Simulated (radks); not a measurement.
# V¹⁴⁺ in [He] 2s2 2p5: an all-electron calculation

Wanted: eigenvalues, radial structure and energy terms of the vanadium ion V14+.

Program: radks (a radial shooting solver on a logarithmic mesh, Libxc functionals) version 1. Level of theory: scalar-relativistic Kohn-Sham, r2SCAN, spin-polarised, spherical densities, finite nucleus; open shells are filled with parallel spins first. These are calculated values, not measurements, unless marked.

### Step 1. What is computed

- element: vanadium (Z = 23)
- charge: +14
- electrons: 9
- configuration: [He] 2s2 2p5
- nuclear rms radius: 3.6002 fm

Outer shells as boxes (Hund's rule):

V¹⁴⁺
```
[He] core
2s [↑↓]
2p [↑↓][↑↓][↑ ]
```

### Step 2. The run

The run's settings:

```text
Z 23
configuration [He] 2s2 2p5
relativity scalar-relativistic
functional r2scan,r2scan
spin polarised
nucleus finite rms 3.6002 fm
c 137.035999084
```

Q: Predict the outcome of this run.

The runs gave:

| quantity | value |
| --- | --- |
| total energy | -844.53262 hartree |
| exchange-correlation share of it | 3.87 % |
| −T/E | 1.0106 |
| highest occupied level | 2p down, -941.11 eV |
| most extended occupied level | 2s down, <r> = 0.298 bohr |
| radius at density 0.001 e/bohr³ | 0.974 bohr |
| maxima of the radial density | 2 |
| ionisation energy, NIST | 977 (semi-emp.) eV |

**Reading.** The radial density shows 2 maxima for 2 occupied principal shells. Relativity lifts −T/E to 1.011. Minus the highest eigenvalue, 941.11 eV, is 96 % of the tabulated ionisation energy (977 eV). Open shells are spherical and high-spin; term and fine-structure splittings are not resolved.
